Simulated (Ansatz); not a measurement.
**CH₃BI radical: a ladder of functionals and wavefunction methods**

One table from this session's results is given with a row withheld; the runs are named, their logs left out.

Program: Ansatz 0.2.0, Gaussian basis. Level of theory: functionals in def2-TZVPP, the program's frozen cores in correlated methods. These are calculated values, not measurements.

Plan: LDA (SPW92), PBE-D4, revPBE-D4, BLYP-D4, r2SCAN-D4, B97M-V, PBE0-D4, B3LYP-D4, r2SCANh-D4, r2SCAN0-D4, HSE06-D4, BHLYP-D4, CAM-B3LYP-D4, LC-ωPBE, ωB97X-V, ωB97M-V, B2PLYP, PBE-QIDH; CCSD(T)/def2-SVP; CCSD(T)/def2-TZVPP; MP2/def2-QZVPP; extrapolation to the limit; RPA on PBE.

## The geometry

An earlier PBE0-D4 in a triple-zeta def2 set relaxation fixed the geometry. I takes the def2 core potential; no spin-orbit term is included.

SMILES `C[B]I`, 6 atoms, charge 0, spin multiplicity 2.

Atoms are counted from 1 here; the program's logs count them from 0.

Bond lengths: C1–B2 1.541 Å, C1–H4 1.100 Å, C1–H5 1.094 Å, C1–H6 1.092 Å, B2–I3 2.101 Å. Angles: B2–C1–H4 106.2°, B2–C1–H5 113.8°, B2–C1–H6 112.7°, H4–C1–H5 107.1°, H4–C1–H6 106.7°, H5–C1–H6 109.8°, C1–B2–I3 127.4°.

As a file:

```xyz
6
charge 0, multiplicity 2
C    -0.3525    0.3479   -0.3264
B     0.1163   -1.0396    0.1523
I     1.7808   -1.4797    1.3568
H    -1.0085    0.7399    0.4644
H     0.4601    1.0688   -0.4565
H    -0.9540    0.2988   -1.2369
```

The first run:

Input file in.yaml:

```yaml
crystal:
  periodic: [false, false, false]
  atoms:
    - {symbol: C, position_ang: [-0.352539, 0.347915, -0.326407]}
    - {symbol: B, position_ang: [0.116285, -1.039571, 0.152333]}
    - {symbol: I, position_ang: [1.780815, -1.479693, 1.356751]}
    - {symbol: H, position_ang: [-1.008509, 0.739870, 0.464371]}
    - {symbol: H, position_ang: [0.460062, 1.068824, -0.456479]}
    - {symbol: H, position_ang: [-0.954014, 0.298755, -1.236868]}
basis:
  gaussian: {orbitals: def2-TZVPP}
magnetization: {spin_polarized: true, initial_magnetization: 1}
hamiltonian: {xc: lda}
output: {orbitals: {seedname: orbitals}}
```

Steps of the session up to this table: LDA; PBE-D4 (GGA); revPBE-D4 (GGA); BLYP-D4 (GGA); r2SCAN-D4 (meta-GGA); B97M-V (meta-GGA); PBE0-D4 (hybrid); B3LYP-D4 (hybrid); r2SCANh-D4 (hybrid); r2SCAN0-D4 (hybrid); HSE06-D4 (hybrid); BHLYP-D4 (hybrid); CAM-B3LYP-D4 (range-separated); LC-ωPBE-D4 (range-separated; the results give it without D4); ωB97X-V (range-separated); ωB97M-V (range-separated); B2PLYP (double hybrid); PBE-QIDH (double hybrid).

One of the session's tables, all rows but one given; the rest of the session is left out.

It belongs to the step «Frontier levels by functional». 

```
  functional  HOMO (eV)  LUMO (eV)  gap (eV)
 LDA (SPW92)      -4.40      -2.94      1.45
      PBE-D4      -4.43      -2.73      1.70
   revPBE-D4      -4.42      -2.65      1.76
     BLYP-D4      -4.26      -2.55      1.71
   r2SCAN-D4      -4.82      -2.52      2.30
      B97M-V      -4.48      -2.48      1.99
     PBE0-D4      -5.64      -1.82      3.83
    B3LYP-D4      -5.37      -1.99      3.38
  r2SCANh-D4          ?          ?         ?
  r2SCAN0-D4      -5.92      -1.69      4.23
    HSE06-D4      -5.25      -2.20      3.05
    BHLYP-D4      -6.68      -0.81      5.86
CAM-B3LYP-D4      -6.89      -0.75      6.14
     LC-ωPBE      -8.30       0.42      8.72
     ωB97X-V      -7.80       0.11      7.91
     ωB97M-V      -7.46      -0.10      7.36
```

Estimate the missing values for r2SCANh-D4.

Worked estimate for «HOMO (eV)». Against the share of exact exchange, r2SCAN-D4 (0, -4.82), r2SCAN0-D4 (0.25, -5.92) give a slope of -4.40 per unit share; at 0.1 the line stands at -5.26.

**Answer.** HOMO (eV): -5.26; LUMO (eV): -2.18; gap (eV): 3.07. In «HOMO (eV)» the line misses by 0.00.
